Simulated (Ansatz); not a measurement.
Run this with Ansatz 0.2.0, Python API and show what comes out.

`clf2sb_scan.py`:
```python
import ansatz as az
import numpy as np

BASIS_SET = "def2-SVP"
FUNCTIONAL = "r2scan0"

GEOMETRY = """
F    -0.78630   -0.45380    1.45150
Sb    0.39370    0.71640    0.34480
F     1.41350   -0.87970   -0.23920
Cl   -0.96530    0.55680   -1.57730
"""


def main() -> None:
    molecule = az.Crystal.molecule()
    for line in GEOMETRY.strip().splitlines():
        symbol, *xyz = line.split()
        molecule = molecule.atom(symbol, [float(v) for v in xyz])

    symbols = [site.symbol for site in molecule.cartesian_sites]
    start = np.array([site.position_ang for site in molecule.cartesian_sites])
    axis = (start[2] - start[1]) / np.linalg.norm(start[2] - start[1])
    moving = [2]
    lengths, energies = [1.744, 1.824, 1.903, 1.982, 2.061, 2.141, 2.22, 2.339], []
    for length in lengths:
        xyz = start.copy()
        xyz[moving] += (length - np.linalg.norm(start[2] - start[1])) * axis
        point = az.Crystal.molecule()
        for symbol, place in zip(symbols, xyz):
            point = point.atom(symbol, place.tolist())
        setup = (
            point.calculation()
            .basis(gaussian=BASIS_SET)
            .functional(FUNCTIONAL)
        )
        r = setup.run(threads=1, pin="off").report
        energies.append(r["free_energy_ev"])
        print(f"r = {length:6.3f} A  E = {energies[-1]:.5f} eV  <S^2> = {abs(r['mean_field']['state']['spin_squared']):.3f}")

    fit = np.polynomial.Polynomial.fit(lengths, np.array(energies) - min(energies), 4).convert()
    roots = [r.real for r in fit.deriv().roots() if abs(r.imag) < 1e-9 and fit.deriv(2)(r.real) > 0]
    r_e = min(roots, key=lambda r: abs(r - lengths[int(np.argmin(energies))]))
    print(f"minimum of the fit at {r_e:.4f} A, force constant {fit.deriv(2)(r_e):.2f} eV/A^2")


if __name__ == "__main__":
    main()
```

Output of `python clf2sb_scan.py`:
```text
r =  1.744 A  E = -24485.09970 eV  <S^2> = 0.000
r =  1.824 A  E = -24485.47769 eV  <S^2> = 0.000
r =  1.903 A  E = -24485.59025 eV  <S^2> = 0.000
r =  1.982 A  E = -24485.52689 eV  <S^2> = 0.000
r =  2.061 A  E = -24485.34642 eV  <S^2> = 0.000
r =  2.141 A  E = -24485.08763 eV  <S^2> = 0.000
r =  2.220 A  E = -24484.78724 eV  <S^2> = 0.000
r =  2.339 A  E = -24484.29573 eV  <S^2> = 0.000
minimum of the fit at 1.9097 A, force constant 27.60 eV/A^2
```

Notes:
- These settings explore the input space; basis and method may be short of convergence.
- The rest of the molecule is held rigid at a force-field or estimated start geometry, and the basis set is modest; single-reference methods fail as a bond breaks.
- def2 sets replace the cores of elements past krypton by effective core potentials.
- The orbitals are restricted, so S² is zero by construction.
- The whole script took 34 s on 1 thread of Arm Neoverse V1, on a shared host, peak memory 0.23 GiB.
